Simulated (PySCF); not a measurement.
# LuP5 (Lu(P5)2+): the cost of one run

Computed with PySCF 2.14.0. Level: TPSS, Lu lcecp-1-SVP with ECP60, P def2-SVP; scalar-relativistic core potentials, no spin–orbit coupling.

4 further runs of the same task are left out: 2 for a known fault of the program, 1 that didn't finish, 1 set aside as unsound or not needed.

## 1. Where the work starts

6 atoms, charge 2, spin multiplicity 1.

Bond lengths: Lu1–P2 2.844 Å, Lu1–P3 2.844 Å, Lu1–P4 2.844 Å, Lu1–P5 2.844 Å, Lu1–P6 2.844 Å, P2–P3 2.175 Å, P2–P6 2.175 Å, P3–P4 2.175 Å, P4–P5 2.175 Å, P5–P6 2.175 Å. Angles: P2–Lu1–P3 45.0°, P2–Lu1–P4 76.4°, P2–Lu1–P5 76.4°, P2–Lu1–P6 45.0°, P3–Lu1–P4 45.0°, P3–Lu1–P5 76.4°, P3–Lu1–P6 76.4°, P4–Lu1–P5 45.0°, P4–Lu1–P6 76.4°, P5–Lu1–P6 45.0°, Lu1–P2–P3 67.5°, Lu1–P2–P6 67.5°, P3–P2–P6 108.0°, Lu1–P3–P2 67.5°, Lu1–P3–P4 67.5°, P2–P3–P4 108.0°, Lu1–P4–P3 67.5°, Lu1–P4–P5 67.5° and more.

As a file:

```xyz
6
LuP5
Lu    0.00000    0.00000   -1.00827
P     1.85016    0.00002    1.15208
P     0.57171    1.75962    1.15208
P    -1.49683    1.08748    1.15208
P    -1.49680   -1.08752    1.15208
P     0.57175   -1.75960    1.15208
```

Formal oxidation states: Lu +3. Each metal's 14 4f electrons lie in its core potential, so multiplicities, spins and levels count the valence alone. An earlier session relaxed this geometry at TPSS, Lu lcecp-1-SVP with ECP60, P def2-SVP (singlet, point group C5v).

Its energy there is -1745.743212 Eh.

## 2. Atoms moved at random, σ = 0.03 Å

run.py (the lines that set the calculation)

```python
mol = gto.M(atom='''
Lu     0.02638    -0.00217    -0.99075
P      1.83240    -0.01871     1.16038
P      0.61853     1.70754     1.15680
P     -1.50246     1.10208     1.12533
P     -1.50928    -1.04225     1.16431
P      0.53443    -1.74649     1.13605''',
    basis={'Lu': 'lcecp-1-SVP', 'P': 'def2-SVP'},
    ecp={'Lu': 'lcecp-1-SVP'},
    charge=2, spin=0)
mf = dft.RKS(mol, xc='TPSS')
mf.grids.atom_grid = (50, 194)  # f atoms: unpruned, at least (60, 302)
mf = mf.density_fit()  # fitting sets: Lu AutoAux, P def2-universal-JKFIT
mf.conv_tol = 1e-08; mf.max_cycle = 55
mf.kernel(dm0)  # dm0: the density of the relaxed state
```

Started as:

```
OMP_NUM_THREADS=2 python run.py
```

**Question.** How long does this run take on 2 threads of Arm Neoverse V2, shared host?

About 9.1 s.
